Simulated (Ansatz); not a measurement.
# H6O4Si2: the cost of one run

Method: RKS PBE/6-31G, in Ansatz 0.2.0.

## 1. Starting point

Bond lengths: Si1–O2 1.680 Å, O2–Si3 1.680 Å, Si3–H4 1.460 Å, Si3–H5 1.460 Å, Si3–H6 1.460 Å, Si1–O7 1.680 Å, O7–H8 1.010 Å, Si1–O9 1.679 Å, O9–H10 1.010 Å, Si1–O11 1.679 Å, O11–H12 1.010 Å. Angles (14 of 16 angles, heavy atoms first): Si1–O2–Si3 125.0°, O2–Si1–O7 109.4°, O2–Si1–O9 109.5°, O2–Si1–O11 109.5°, O7–Si1–O9 109.5°, O7–Si1–O11 109.5°, O9–Si1–O11 109.5°, O2–Si3–H4 109.5°, O2–Si3–H5 109.5°, O2–Si3–H6 109.5°, Si1–O7–H8 109.5°, Si1–O9–H10 109.5°, Si1–O11–H12 109.5°, H4–Si3–H5 109.4°.

Coordinates:

```xyz
12

Si    0.0000    0.0000    0.0000
O     0.0000    0.0000    1.6800
Si   -1.3147   -0.4067    2.6436
H    -2.2390   -1.2403    1.8804
H    -0.8506   -1.1432    3.8157
H    -1.9987    0.8095    3.0733
O     1.5842    0.0000   -0.5594
H     1.9006   -0.9521   -0.6761
O    -0.7913    1.3709   -0.5594
H    -1.7491    1.1401   -0.7818
O    -0.7913   -1.3709   -0.5594
H    -1.2459   -1.8365    0.2129
```

## 2. Relaxing the start

input.yaml

```yaml
crystal:
  periodic: [false, false, false]
  atoms:
    - { symbol: Si, position_ang: [0.0, 0.0, 0.0] }
    - { symbol: O, position_ang: [0.0, 0.0, 1.68] }
    - { symbol: Si, position_ang: [-1.3147, -0.4067, 2.6436] }
    - { symbol: H, position_ang: [-2.239, -1.2403, 1.8804] }
    - { symbol: H, position_ang: [-0.8506, -1.1432, 3.8157] }
    - { symbol: H, position_ang: [-1.9987, 0.8095, 3.0733] }
    - { symbol: O, position_ang: [1.5842, 0.0, -0.5594] }
    - { symbol: H, position_ang: [1.9006, -0.9521, -0.6761] }
    - { symbol: O, position_ang: [-0.7913, 1.3709, -0.5594] }
    - { symbol: H, position_ang: [-1.7491, 1.1401, -0.7818] }
    - { symbol: O, position_ang: [-0.7913, -1.3709, -0.5594] }
    - { symbol: H, position_ang: [-1.2459, -1.8365, 0.2129] }
basis:
  gaussian: { orbitals: "6-31G" }
hamiltonian:
  xc: pbe
relax:
  f_tol: 0.02
  max_steps: 40
```

Run with:

```console
ansatz run input.yaml --threads 1 --pin off --max-ram 2048MiB --backend cpu --events-out ev --progress --plain --runs-dir out
```

Q: Estimate wall time and peak memory on 1 thread of Arm Neoverse V2, shared host.

About 62 s, with a peak of 0.12 GiB.
